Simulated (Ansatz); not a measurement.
# BrCl (bromine chloride) at BHLYP/STO-3G

What is the electronic atomisation energy of BrCl (bromine chloride) at BHLYP/STO-3G? 

The results are computed with Ansatz 0.2.0.

44 further runs of the same task are left out: 6 that didn't finish, 38 set aside as unsound or not needed.

### Step 1. Starting point

The species is BrCl (2 atoms), meant as a singlet with charge 0. As SMILES, `ClBr`. Geometry: the measured bond length.

Bond lengths: Cl1–Br2 2.136 Å.

### Step 2. The energy at BHLYP/STO-3G

molecule.yaml

```yaml
crystal:
  periodic: [false, false, false]
  atoms:
    - {symbol: Cl, position_ang: [0.000000, 0.000000, 0.000000]}
    - {symbol: Br, position_ang: [0.000000, 0.000000, 2.136065]}
basis:
  gaussian: {orbitals: STO-3G}
hamiltonian: {xc: {name: BHLYP}}
accuracy: high
```

Started as:

```
$ ansatz run molecule.yaml --threads 1 --pin off --max-ram 2610MiB --events-out events.jsonl --progress --plain --runs-dir runs
```

Standard output:

```text
Warning: RAYON_NUM_THREADS=1 ignored (pool sized by the plan → 1); use --threads N
Functional definition: BHLYP
  name "BHLYP"
  parameter a = 0.5
  exchange = (1 - a)*b88_x + a*exact_x
  correlation = lyp_c
370 factors; integrals over basis functions are off by at most 6.0e-9 eV
mean field evaluation 1: about -81669.5120 eV, gradient 5.2e0 eV
mean field evaluation 2: about -81669.6718 eV, gradient 1.1e0 eV
mean field evaluation 4: about -81669.6801 eV, gradient 2.9e-3 eV
mean field evaluation 8: about -81669.7085 eV, gradient 1.2e-4 eV
mean field -81669.70851209 eV, -3001.3064301027 hartree, gradient 1.6e-9 eV, S^2 0.000000; 0 other end points of the search recorded, 0 dependent functions left out
reference -81669.70852655 eV, -3001.3064306339 hartree; 26, 26 occupied and 1, 1 virtual orbitals, 370 factors
Total energy: -81669.70852655 eV, -3001.3064306339 hartree
```

It took 0.88 s on 1 thread of Intel Xeon Platinum 8259CL at 2.50GHz (Skylake/Cascade Lake), shared host; peak memory 0.1 GiB.

### Step 3. The Br atom

job.yaml

```yaml
crystal:
  periodic: [false, false, false]
  atoms:
    - {symbol: Br, position_ang: [0.000000, 0.000000, 0.000000]}
basis:
  gaussian: {orbitals: STO-3G}
magnetization: {spin_polarized: true, initial_magnetization: 1}
hamiltonian: {xc: {name: BHLYP}}
accuracy: high
```

Started as:

```
$ ansatz run job.yaml --threads 1 --pin off --max-ram 2610MiB --events-out events.jsonl --progress --plain --runs-dir runs
```

Standard output:

```text
Warning: RAYON_NUM_THREADS=1 ignored (pool sized by the plan → 1); use --threads N
Functional definition: BHLYP
  name "BHLYP"
  parameter a = 0.5
  exchange = (1 - a)*b88_x + a*exact_x
  correlation = lyp_c
139 factors; integrals over basis functions are off by at most 4.2e-9 eV
mean field evaluation 1: about -69282.0746 eV, gradient 4.0e-1 eV
mean field evaluation 2: about -69282.0748 eV, gradient 1.7e-2 eV
mean field evaluation 4: about -69282.0802 eV, gradient 7.8e-6 eV
mean field evaluation 8: about -69282.0802 eV, gradient 1.3e-9 eV
mean field -69282.08015363 eV, -2546.0694845651 hartree, gradient 1.3e-9 eV, S^2 0.750000; 0 other end points of the search recorded, 0 dependent functions left out
reference -69282.08016444 eV, -2546.0694849625 hartree; 18, 17 occupied and 0, 1 virtual orbitals, 139 factors
Total energy: -69282.08016444 eV, -2546.0694849625 hartree
```

Run time: 0.6 s. Hardware: 1 thread of Intel Xeon Platinum 8259CL at 2.50GHz (Skylake/Cascade Lake), shared host; peak memory 0.11 GiB.

### Step 4. The Cl atom, same level

run.yaml

```yaml
crystal:
  periodic: [false, false, false]
  atoms:
    - {symbol: Cl, position_ang: [0.000000, 0.000000, 0.000000]}
basis:
  gaussian:
    orbitals: STO-3G
magnetization:
  spin_polarized: true
  initial_magnetization: 1
hamiltonian:
  xc: {name: BHLYP}
accuracy: high
```

Run the same way, it converges to -455.14939 Eh (log not shown).

### Step 5. What came out

Level: BHLYP/STO-3G.

```
                     quantity           value
       molecule: total energy  -3001.30643 Eh
        Br atom: total energy  -2546.06948 Eh
                Br atom: ⟨S²⟩           0.750
        Cl atom: total energy   -455.14939 Eh
                Cl atom: ⟨S²⟩           0.750
electronic atomisation energy        2.382 eV
```

In words: Taking the molecule apart into free atoms costs 2.38 eV (55 kcal/mol), before zero-point energy and without spin-orbit coupling. In a minimal basis such a difference can be off by several eV, whatever the method.
